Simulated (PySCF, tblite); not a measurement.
**C5H16FNSi2: geometry, infrared bands and NMR shifts**

What infrared bands and NMR shifts should C5H16FNSi2 (`CNC(C)(C)[SiH2][Si@@H](C)F`) show?

Programs: tblite 0.8.0 and PySCF 2.14.0, with density-fitted response routines of our own. Each step states its level of theory. These are calculated values for one molecule in the gas phase, unless marked as measured. Atoms count from 0, in the outputs and in this text.

## (1) Starting geometry

25 atoms, charge 0, multiplicity 1; geometry from: force field or distance geometry start.

Bonds of the start (Å): C0–N1 1.44, N1–C2 1.44, C2–C3 1.53, C2–C4 1.53, C2–Si5 1.82, Si5–Si6 2.22, Si6–C7 1.88, Si6–F8 1.71, C0–H9 1.12, C0–H10 1.08, C0–H11 1.13, N1–H12 1.04, C3–H13 1.12, C3–H14 1.10, C3–H15 1.12, C4–H16 1.10, C4–H17 1.11, C4–H18 1.09, Si5–H19 1.48, Si5–H20 1.49, Si6–H21 1.45, C7–H22 1.12, C7–H23 1.11, C7–H24 1.10.

## (2) Optimising the geometry with GFN2-xTB

Job settings and geometry (Å):

```
{"job": {"kind": "relax", "xc": "GFN2-xTB", "basis": "xTB"}, "charge": 0, "multiplicity": 1}
C     -1.637000     1.780200    -0.085600
N     -1.531900     0.468100    -0.658600
C     -1.027300    -0.548900     0.234300
C     -1.933500    -0.724400     1.454000
C     -1.082800    -1.856000    -0.560000
Si     0.681400    -0.363200     0.832400
Si     2.238800    -0.111800    -0.727700
C      3.429200     1.244200    -0.201800
F      3.207800    -1.520100    -0.776200
H     -2.533600     1.919400     0.577200
H     -0.709500     2.083900     0.383400
H     -1.850200     2.475300    -0.950200
H     -2.490400     0.180200    -0.955900
H     -1.600500     0.037200     2.207100
H     -2.997400    -0.615900     1.209400
H     -1.663100    -1.711800     1.913000
H     -1.302100    -2.642300     0.174700
H     -0.061700    -2.009200    -0.976000
H     -1.834500    -1.765800    -1.349800
H      0.851200     0.670700     1.880000
H      1.016900    -1.635900     1.527600
H      1.701500     0.145000    -2.047800
H      4.143600     1.486100    -1.024400
H      4.069700     0.876200     0.622200
H      2.904500     2.163000     0.086800
```

Run with:

```bash
$ OMP_NUM_THREADS=1 python probes_run.py task.json out
```

One launch serves the whole session: the jobs run in the order shown.

**Question.** This job is followed by: GFN2-xTB harmonic vibrations, gas phase; GIAO PBE0/pcSseg-1 NMR shielding, non-relativistic, gas phase. What will the session give for the following? strongest single infrared mode (GFN2-xTB); zero-point energy (GFN2-xTB); 13C shifts against TMS (PBE0/pcSseg-1); 1H shifts against TMS (PBE0/pcSseg-1, means over atoms taken as alike); 15N shifts against NH3 (PBE0/pcSseg-1); 29Si shifts against TMS (PBE0/pcSseg-1); 19F shifts against CFCl3 (PBE0/pcSseg-1).

As calculated:

```
                                                              quantity                                                value
                             strongest single infrared mode (GFN2-xTB)                                2125 cm⁻¹, 347 km/mol
                                          zero-point energy (GFN2-xTB)                                       125.9 kcal/mol
                                13C shifts against TMS (PBE0/pcSseg-1)                      48.9, 35.9, 32.4, 27.2, 2.6 ppm
1H shifts against TMS (PBE0/pcSseg-1, means over atoms taken as alike)  5.78, 4.32, 3.94, 2.57, 1.25, 1.16, 0.57, -0.24 ppm
                                15N shifts against NH3 (PBE0/pcSseg-1)                                             69.1 ppm
                               29Si shifts against TMS (PBE0/pcSseg-1)                                      27.4, -53.8 ppm
                              19F shifts against CFCl3 (PBE0/pcSseg-1)                                           -225.4 ppm
```

In words: Relaxing lowered the energy by 0.938 eV in 272 steps; the close pair that moved most is C2–Si5, from 1.820 to 1.925 Å. All 69 modes are real, so the xTB geometry is a minimum. The strongest single mode, at 2125 cm⁻¹, moves mainly H19. Unscaled tight-binding wavenumbers are off by several per cent, some by more. Its intensities can rank the bands wrongly. At PBE0/pcSseg-1: The largest span, 144 ppm, is at Si6, where the paramagnetic term is -555 ppm.
